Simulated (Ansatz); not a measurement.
A nudged elastic band was laid between two geometries of a periodic cell of 63 atoms, Si62Sb (host Si, host structure diamond, dopant Sb, one Si atom removed), cell charge -2.

Level of theory: DFT PBE, scalar-relativistic, plane waves, PAW (Ansatz). Settings: PAW set soft_1, cutoff 420 eV, k mesh 1x1x1, gaussian smearing 0.02 eV, spin collinear.

```json
{
  "movable images": "3",
  "climbing image": "yes",
  "spring": "5.0 eV/Å²",
  "optimiser": "quadratic models (default)",
  "start path": "IDPP",
  "force threshold": "0.05 eV/Å",
  "iteration limit": "68",
  "end points": "relaxed"
}
```

Initial state:

```xyz
63
Lattice="10.8600 0.0000 0.0000 0.0000 10.8600 0.0000 0.0000 0.0000 10.8600" Properties=species:S:1:pos:R:3
Si 5.437 0.070 0.037
Si 6.863 1.437 1.318
Si 8.208 2.774 -0.070
Si 9.534 4.121 1.335
Si 8.136 0.007 2.708
Si 9.511 1.366 4.053
Si -0.032 0.006 0.036
Si 1.372 1.399 1.333
Si 2.732 2.756 -0.028
Si 4.103 4.057 1.374
Si 5.467 5.390 0.033
Si 6.786 6.820 1.335
Si 8.157 8.162 -0.009
Si 9.513 9.487 1.381
Si 2.667 0.004 2.737
Si 4.087 1.295 4.097
Si 5.446 2.666 2.732
Si 6.759 4.066 4.070
Si 8.119 5.424 2.695
Si 9.569 6.766 3.994
Si 5.425 -0.082 5.517
Si 6.791 1.366 6.774
Si 8.156 2.726 5.409
Si 9.496 4.067 6.804
Si 8.047 -0.084 8.140
Si 9.466 1.295 9.475
Si 0.050 5.472 -0.033
Si 1.557 6.862 1.148
Si 2.924 8.324 -0.219
Si 4.081 9.574 1.376
Si 0.007 2.739 2.698
Si 1.368 4.122 4.030
Si 2.737 5.472 2.655
Si 4.083 6.804 4.065
Si 5.423 8.171 2.703
Si 6.783 9.504 4.078
Si -0.003 0.008 5.430
Si 1.388 1.436 6.703
Si 2.774 2.774 5.356
Si 4.082 4.105 6.778
Si 5.465 5.461 5.429
Si 6.845 6.833 6.720
Si 8.218 8.145 5.346
Si 9.486 9.504 6.780
Si 2.669 0.068 8.128
Si 4.077 1.386 9.488
Si 5.435 2.739 8.129
Si 6.786 4.105 9.480
Si 8.137 5.460 8.100
Si 9.500 6.805 9.482
Si 0.101 8.095 2.604
Si 1.323 9.486 4.053
Si 0.010 5.427 5.444
Si 1.370 6.818 6.780
Si 2.714 8.160 5.410
Si 3.977 9.467 6.881
Si -0.028 2.666 8.119
Si 1.329 4.056 9.461
Si 2.673 5.389 8.101
Sb 4.837 7.712 8.726
Si 6.682 9.467 9.589
Si 0.002 8.171 8.141
Si 1.328 9.573 9.483
```

Final state:

```xyz
63
Lattice="10.8600 0.0000 0.0000 0.0000 10.8600 0.0000 0.0000 0.0000 10.8600" Properties=species:S:1:pos:R:3
Si 5.424 -0.014 -0.001
Si 6.781 1.352 1.364
Si 8.149 2.697 0.005
Si 9.509 4.068 1.362
Si 8.128 -0.017 2.733
Si 9.498 1.353 4.077
Si -0.018 0.004 0.005
Si 1.353 1.364 1.362
Si 2.716 2.721 -0.001
Si 4.080 4.090 1.340
Si 5.491 5.428 0.002
Si 6.795 6.786 1.378
Si 8.131 8.139 -0.001
Si 9.497 9.496 1.364
Si 2.710 0.004 2.733
Si 4.085 1.357 4.073
Si 5.423 2.718 2.712
Si 6.781 4.066 4.078
Si 8.149 5.425 2.733
Si 9.502 6.800 4.073
Si 5.399 -0.036 5.466
Si 6.768 1.333 6.807
Si 8.128 2.697 5.447
Si 9.497 4.066 6.794
Si 8.109 -0.036 8.176
Si 9.502 1.357 9.490
Si 0.006 5.431 -0.001
Si 1.375 6.795 1.340
Si 2.713 8.206 0.002
Si 4.071 9.510 1.378
Si -0.008 2.707 2.723
Si 1.353 4.068 4.066
Si 2.716 5.431 2.709
Si 4.070 6.785 4.079
Si 5.421 8.136 2.725
Si 6.768 9.483 4.097
Si -0.018 -0.017 5.447
Si 1.351 1.352 6.794
Si 2.710 2.697 5.426
Si 4.071 4.052 6.780
Si 5.424 5.431 5.444
Si 6.738 6.777 6.837
Si 8.109 8.114 5.466
Si 9.478 9.483 6.807
Si 2.716 -0.014 8.151
Si 4.070 1.351 9.505
Si 5.421 2.705 8.154
Si 6.795 4.052 9.504
Si 8.131 5.431 8.151
Si 9.496 6.785 9.505
Si 0.003 8.138 2.712
Si 1.351 9.496 4.078
Si -0.018 5.425 5.426
Si 1.337 6.786 6.780
Si 2.716 8.139 5.444
Si 4.062 9.453 6.837
Si 0.003 2.718 8.152
Si 1.375 4.090 9.495
Si 2.713 5.428 8.084
Sb 4.483 7.198 9.092
Si 6.738 9.453 9.513
Si -0.010 8.136 8.154
Si 1.337 9.510 9.504
```

Task: What changes between the two ends?

Result: Contacts lost: Si56–Sb60, Sb60–Si61. Contacts made: Si11–Sb60, Si59–Sb60. The atom that moves furthest is Sb60, by 0.72 Å; four of its nearest neighbours are Si56 2.69, Si61 2.69, Si29 2.77, Si42 2.97 Å at the first end and Si11 2.70, Si29 2.70, Si59 2.70, Si61 3.22 Å at the last.

Task: Give the energies along the band, and the barrier.

Result: It converged. The highest image is number 4 of 0 to 4, 0.112 eV above the first end and 0.000 eV above the last; the last end lies 0.112 eV above the first. The highest image is an end point: on this band no image between the ends rises above it. Limits of this set-up: coarse k mesh, charged cell in a uniform background, uncorrected.

```csv
image,path coordinate (Å),energy (eV),Si56–Sb60 (Å),Sb60–Si61 (Å),Si11–Sb60 (Å)
0,0.00,0.000,2.69,2.69,3.24
1,0.25,0.020,2.77,2.75,3.06
2,0.51,0.044,2.93,2.82,2.85
3,0.76,0.109,3.03,2.96,2.81
4,1.11,0.112,3.22,3.22,2.70
```

The run took 19 min on 4 threads of Arm Neoverse V1 (shared host), peak memory 4.5 GiB.
